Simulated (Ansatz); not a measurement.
# BH6NO2: the cost of one run

Program: Ansatz 0.2.0. Level of theory: RHF/def2-SVP. These are calculated values, not measurements.

## (1) The structure to begin with

Bond lengths: N2–H3 1.060 Å, N2–H4 1.060 Å, B1–O5 1.410 Å, O5–H6 1.010 Å, B1–H7 1.190 Å, B1–O8 1.710 Å, O8–H9 1.010 Å, N2–H10 1.135 Å. Angles: H3–N2–H4 120.0°, H3–N2–H10 106.4°, H4–N2–H10 90.3°, B1–O5–H6 109.5°, O5–B1–H7 120.0°, O5–B1–O8 105.4°, H7–B1–O8 92.8°, B1–O8–H9 109.5°.

Coordinates:

```xyz
10

B     0.0000    0.0000    0.0000
N     0.0000    0.0000    1.9000
H    -0.8770   -0.2713    2.4300
H     0.8770    0.2713    2.4300
O     1.2211    0.0000   -0.7050
H     1.5209   -0.9519   -0.8599
H    -1.0305    0.0000   -0.5950
O    -0.2139    1.6086    0.5392
H    -1.1525    1.9139    0.3252
H    -0.1432    1.0772    1.5734
```

## (2) A restrained relaxation towards end A

Springs on the bonds that form and break draw the guess towards this end; the thresholds are loose.

Input file input.yaml:

```yaml
crystal:
  periodic: [false, false, false]
  atoms:
    - { symbol: B, position_ang: [0.0, 0.0, 0.0] }
    - { symbol: "N", position_ang: [0.0, 0.0, 1.9] }
    - { symbol: H, position_ang: [-0.877, -0.2713, 2.43] }
    - { symbol: H, position_ang: [0.877, 0.2713, 2.43] }
    - { symbol: O, position_ang: [1.2211, 0.0, -0.705] }
    - { symbol: H, position_ang: [1.5209, -0.9519, -0.8599] }
    - { symbol: H, position_ang: [-1.0305, 0.0, -0.595] }
    - { symbol: O, position_ang: [-0.2139, 1.6086, 0.5392] }
    - { symbol: H, position_ang: [-1.1525, 1.9139, 0.3252] }
    - { symbol: H, position_ang: [-0.1432, 1.0772, 1.5734] }
basis:
  gaussian: { orbitals: def2-SVP }
hamiltonian:
  xc: hf
relax:
  f_tol: 0.15
  max_steps: 25
  restrain:
    - { distance: [0, 7], at: 2.61, k: 30.0 }
    - { distance: [9, 1], at: 2.26, k: 30.0 }
    - { distance: [0, 1], at: 1.55, k: 30.0 }
    - { distance: [9, 7], at: 1.01, k: 30.0 }
output:
  orbitals: {}
```

The run is started by

```sh
$ ansatz run input.yaml --threads 1 --pin off --max-ram 2048MiB --backend cpu --events-out ev --progress --plain --runs-dir out
```

Q: Estimate wall time and peak memory on 1 thread of Arm Neoverse V2, shared host.

About 16 s, with a peak of 0.14 GiB.
